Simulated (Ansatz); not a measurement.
# C2H6OSi: the cost of one run

All numbers below are computed with Ansatz 0.2.0 (RKS CAM-B3LYP-D4/def2-SVP).

## 1. Starting point

Bond lengths: C1–O2 1.392 Å, O2–C3 1.385 Å, C3–Si4 1.759 Å, C1–H5 1.089 Å, C1–H6 1.099 Å, C1–H7 1.098 Å, C3–H8 1.081 Å, Si4–H9 1.449 Å, Si4–H10 1.453 Å. Angles: C1–O2–C3 115.5°, O2–C1–H5 107.1°, O2–C1–H6 111.2°, O2–C1–H7 111.2°, H5–C1–H6 109.6°, H5–C1–H7 109.6°, H6–C1–H7 108.2°, O2–C3–Si4 129.3°, O2–C3–H8 109.1°, Si4–C3–H8 121.6°, C3–Si4–H9 117.8°, C3–Si4–H10 126.9°, H9–Si4–H10 115.3°.

As a file:

```xyz
10

C    -0.2929    0.7576   -1.2578
O     0.0747   -0.5844   -1.2113
C     0.3018   -1.0967    0.0549
Si    0.1950   -0.2950    1.6171
H    -0.4366    1.0137   -2.3066
H     0.4880    1.3982   -0.8260
H    -1.2257    0.9328   -0.7049
H     0.5759   -2.1387   -0.0290
H     0.4846   -1.0789    2.8010
H    -0.1647    1.0913    1.8626
```

## 2. Relaxing end A

The input, input.yaml:

```yaml
crystal:
  periodic: [false, false, false]
  atoms:
    - { symbol: C, position_ang: [-0.29294, 0.75758, -1.2578] }
    - { symbol: O, position_ang: [0.07473, -0.58435, -1.21135] }
    - { symbol: C, position_ang: [0.30181, -1.09673, 0.05489] }
    - { symbol: Si, position_ang: [0.19495, -0.29497, 1.6171] }
    - { symbol: H, position_ang: [-0.43658, 1.01374, -2.30657] }
    - { symbol: H, position_ang: [0.48803, 1.39823, -0.826] }
    - { symbol: H, position_ang: [-1.22575, 0.93283, -0.70487] }
    - { symbol: H, position_ang: [0.57588, -2.13869, -0.02897] }
    - { symbol: H, position_ang: [0.48461, -1.07894, 2.801] }
    - { symbol: H, position_ang: [-0.16474, 1.09132, 1.86259] }
basis:
  gaussian: { orbitals: def2-SVP }
hamiltonian:
  xc: cam_b3lyp
  dispersion: d4
relax:
  f_tol: 0.015
  max_steps: 40
output:
  orbitals: {}
```

Command:

```
ansatz run input.yaml --threads 2 --pin off --max-ram 3072MiB --backend cpu --events-out ev --progress --plain --runs-dir out
```

Q: Estimate wall time and peak memory on 2 threads of Arm Neoverse V1, shared host.

About 18 s, with a peak of 0.2 GiB.
